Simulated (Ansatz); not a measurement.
Set up this calculation in Ansatz 0.2.0, as the native input.

| Quantity | Value |
| --- | --- |
| Task | single point |
| Functional | PBE |
| Potentials or basis | Ansatz PAW |
| Cutoff | 420 eV (not typed: the program's choice for these potentials) |
| k mesh | 6 × 6 × 6 |
| Occupations | fermi-dirac, width 0.05 eV |
| Spin | no spin polarisation |

Mg5Te:

```
Te Mg
1.0
     2.78886    1.61015    5.28499
    -2.78886    1.61015    5.28499
     0.00000   -3.22030    5.28499
Te Mg
1 5
Direct
  0.50000 0.50000 0.50000
  0.82981 0.82981 0.82981
  0.17019 0.17019 0.17019
  0.00000 0.66845 0.33155
  0.33155 0.00000 0.66845
  0.66845 0.33155 0.00000
```

The cell comes from a database or a generator and needn't be the stable form of this composition.

One way to write it, as run:

input.yaml

```yaml
crystal:
  lattice:
    - [2.7888620199, 1.6101502379, 5.2849918958]
    - [-2.7888620199, 1.6101502379, 5.2849918958]
    - [0.0, -3.2203004759, 5.2849918958]
  atoms:
    - { symbol: Te, position: [0.5, 0.5, 0.5] }
    - { symbol: Mg, position: [0.829808, 0.829808, 0.829808] }
    - { symbol: Mg, position: [0.170192, 0.170192, 0.170192] }
    - { symbol: Mg, position: [0.0, 0.668453, 0.331547] }
    - { symbol: Mg, position: [0.331547, 0.0, 0.668453] }
    - { symbol: Mg, position: [0.668453, 0.331547, 0.0] }
hamiltonian:
  xc: pbe
  pseudopotentials: { kind: paw }
kpoints:
  mp_grid: { grid: [6, 6, 6] }
scf:
  occupations: { method: fermi_dirac, width: 0.05 }
output:
  forces: true
  stress: true
  eigenvalues: true
```

Potentials or basis: Ansatz PAW.

Launch:

```console
$ ansatz run input.yaml --threads 2 --pin off --max-ram 5120MiB --backend cpu --events-out ev --progress --plain --runs-dir out
```

It gave:

* Pressure: 0.1 GPa
* Largest force: 0.022 eV/Å
* Band gap on the k mesh: none (metal or under the smearing width)

It took 12 s on 2 threads of Intel(R) Xeon(R) Processor @ 2.50GHz (Skylake/Cascade Lake) (shared host), peak memory 0.48 GiB.
